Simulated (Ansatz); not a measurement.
Geometry optimisation, DFT PBE, scalar-relativistic, plane waves, PAW (Ansatz).

input.yaml

```yaml
crystal:
  lattice:
    - [-3.18, -5.507922, 0.0]
    - [4.77, -2.753961, 0.0]
    - [0.0, 0.0, 5.166]
  atoms:
    - { symbol: Ga, position: [0.5044089, 0.332612, -0.0021885] }
    - { symbol: Ga, position: [0.4989216, 0.6666547, 0.5011313] }
    - { symbol: "N", position: [0.4994369, 0.3271653, 0.3698192] }
    - { symbol: "N", position: [0.4952773, 0.6600474, 0.8751849] }
    - { symbol: Ga, position: [0.2552188, 0.8410494, 0.0036708] }
    - { symbol: Ga, position: [0.2496017, 0.1673379, 0.4890042] }
    - { symbol: "N", position: [0.2505556, 0.8366263, 0.3796119] }
    - { symbol: "N", position: [0.2469557, 0.176197, 0.8773431] }
    - { symbol: Mg, position: [0.0045563, 0.3350884, -0.0001754] }
    - { symbol: Ga, position: [-0.0005471, 0.6685602, 0.4971471] }
    - { symbol: "N", position: [0.0040936, 0.3286128, 0.372078] }
    - { symbol: "N", position: [-0.002206, 0.6671793, 0.871377] }
    - { symbol: Ga, position: [0.7403315, 0.8321508, -0.0135147] }
    - { symbol: "N", position: [0.7482038, 0.8347944, 0.3675331] }
    - { symbol: "N", position: [0.7493675, 0.1630068, 0.8727279] }
total_charge: -2
basis:
  ecutwfc: 420.0
kpoints:
  mp_grid: { grid: [2, 2, 2] }
hamiltonian:
  xc: pbe
  pseudopotentials: { kind: paw, azcp: { folder: soft_1 } }
scf:
  occupations: { method: fermi_dirac, width: 0.02 }
  lower_state_search: "off"
relax:
  f_tol: 0.03
  max_steps: 60
  adjacent_minimum: "off"
```

Run as:

```bash
$ ansatz run input.yaml --threads 1 --pin off --max-ram 3072MiB --backend cpu --events-out ev --progress --plain --runs-dir out
```

Task: Where does it end, and by what steps?

Result: The run converged. The force dipped under the threshold on the way, but the program's further checks kept it going. Limits of this set-up: coarse k mesh, charged cell in a uniform background, uncorrected. After 6 steps the energy has fallen by 0.908 eV; N3 moved furthest, 0.29 Å.

| step | energy less start (eV) | largest force component (eV/Å) | accepted |
| --- | --- | --- | --- |
| 0 | 0.0000 | 2.467 | yes |
| 1 | -0.5924 | 1.196 | yes |
| 2 | -0.8773 | 0.227 | yes |
| 3 | -0.8976 | 0.125 | yes |
| 4 | -0.9066 | 0.068 | yes |
| 5 | -0.9076 | 0.023 | yes |
| 6 | -0.9076 | 0.023 | yes |

```xyz
15
Lattice="-3.1800 -5.5079 0.0000 4.7700 -2.7540 0.0000 0.0000 0.0000 5.1660" Properties=species:S:1:pos:R:3
Ga -0.022 -3.665 -0.022
Ga 1.578 -4.599 2.566
N 0.211 -3.491 1.864
N 1.582 -4.572 4.499
Ga 3.179 -3.672 -0.013
Ga -0.060 -1.798 2.647
N 3.183 -3.682 1.925
N -0.071 -1.859 4.522
Mg 1.614 -0.927 -0.068
Ga 3.196 -1.826 2.576
N 1.546 -1.175 1.923
N 3.270 -1.890 4.485
Ga 1.635 -6.445 -0.018
N 1.430 -6.324 1.872
N -1.565 -4.543 4.619
```

Time of the run: 48 s on 1 thread of Arm Neoverse V2, on a shared host, peak memory 0.46 GiB.
